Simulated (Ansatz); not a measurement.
# CH4ClNOSi: geometry optimisation

What geometry does CH4ClNOSi take? The task is a geometry optimisation, for CH4ClNOSi.

Program: Ansatz 0.2.0 through its Python package. Level of theory: PBE+D4/def2-SVP. These are calculated values, not measurements.

### Step 1. Starting point

Bond lengths: N1–C2 1.363 Å, C2–O3 1.205 Å, C2–Si4 1.829 Å, Si4–Cl5 2.077 Å, N1–H6 0.964 Å, N1–H7 1.066 Å, Si4–H8 1.501 Å, Si4–H9 1.560 Å. Angles: N1–C2–O3 119.9°, N1–C2–Si4 123.5°, O3–C2–Si4 116.6°, C2–N1–H6 124.7°, C2–N1–H7 120.4°, H6–N1–H7 114.9°, C2–Si4–Cl5 111.0°, C2–Si4–H8 114.2°, C2–Si4–H9 114.5°, Cl5–Si4–H8 103.5°, Cl5–Si4–H9 103.8°, H8–Si4–H9 108.8°.

No structure file is read: the coordinates are typed or built in the script.

### Step 2. The code

Input file opt_ch4clnosi.py:

```python
"""Minimum-energy structure of CH4ClNOSi."""

import ansatz as az
import numpy as np

geometry_ang = [
    ("N", (1.4296, 0.6678, -0.1932)),
    ("C", (0.6812, -0.4158, 0.1585)),
    ("O", (1.225, -1.43, 0.5149)),
    ("Si", (-1.1471, -0.4414, 0.1063)),
    ("Cl", (-1.8982, 1.3758, -0.5616)),
    ("H", (2.3924, 0.7023, -0.1639)),
    ("H", (0.9573, 1.569, -0.5098)),
    ("H", (-1.7205, -1.434, -0.8623)),
    ("H", (-1.8312, -0.64, 1.494)),
]
system = az.Crystal.molecule()
for symbol, xyz in geometry_ang:
    system = system.atom(symbol, xyz)

model = (
    system.calculation()
    .basis(gaussian="def2-SVP")
    .functional("pbe", dispersion="d4")
    .accuracy("high")
)
symbols = [site.symbol for site in system.cartesian_sites]
start = np.array([site.position_ang for site in system.cartesian_sites], dtype=float)
def progress(event):
    if event["event"] == "relax_step":
        row = event["data"]
        print(f"step {row['step']:3d}  E = {row['lagrangian_ev']:.6f} eV  max force {row['allowed_force_max_ev_ang']:.4f} eV/A")


report = model.relax(force_tolerance=0.02, max_steps=100).session().plan().execute(on_event=progress).report
end = np.array(report["positions_ang"])

print(f"E = {report['free_energy_ev']:.6f} eV = {report['free_energy_ev'] / 27.211386246:.7f} Ha")
print("converged:", report["converged"], " doubts:", report["published_state_doubts"] or "none")

print("bond        before    after (A)")
for i, j in [(0, 1), (0, 5), (0, 6), (1, 2), (1, 3), (3, 4), (3, 7), (3, 8)]:
    d0, d1 = (np.linalg.norm(xyz[i] - xyz[j]) for xyz in (start, end))
    print(f"{symbols[i]}{i}-{symbols[j]}{j}".ljust(10), f"{d0:8.4f} {d1:8.4f}")
with open("ch4clnosi_opt.xyz", "w") as handle:
    handle.write(f"{len(symbols)}\nrelaxed CH4ClNOSi\n")
    handle.writelines(f"{s:2s} {x:11.6f} {y:11.6f} {z:11.6f}\n" for s, (x, y, z) in zip(symbols, end))
```

### Step 3. The run

Run with:

```
> python opt_ch4clnosi.py
```

**Question.** What results will this script give? Wanted: total energy; dipole moment; moves of the relaxation; energy gained; last largest force component.

**Answer**, as computed:

```
                    quantity           value
                total energy  -25016.9728 eV
               dipole moment          2.32 D
     moves of the relaxation               6
               energy gained        0.412 eV
last largest force component     0.0196 eV/Å
```

**Reading.** The relaxation took 6 moves; the largest shift is 0.093 Å, of atom 5 (Cl). The end point is the stationary point reached from this start; no frequency run checks that it is a minimum, and the basis set is modest.
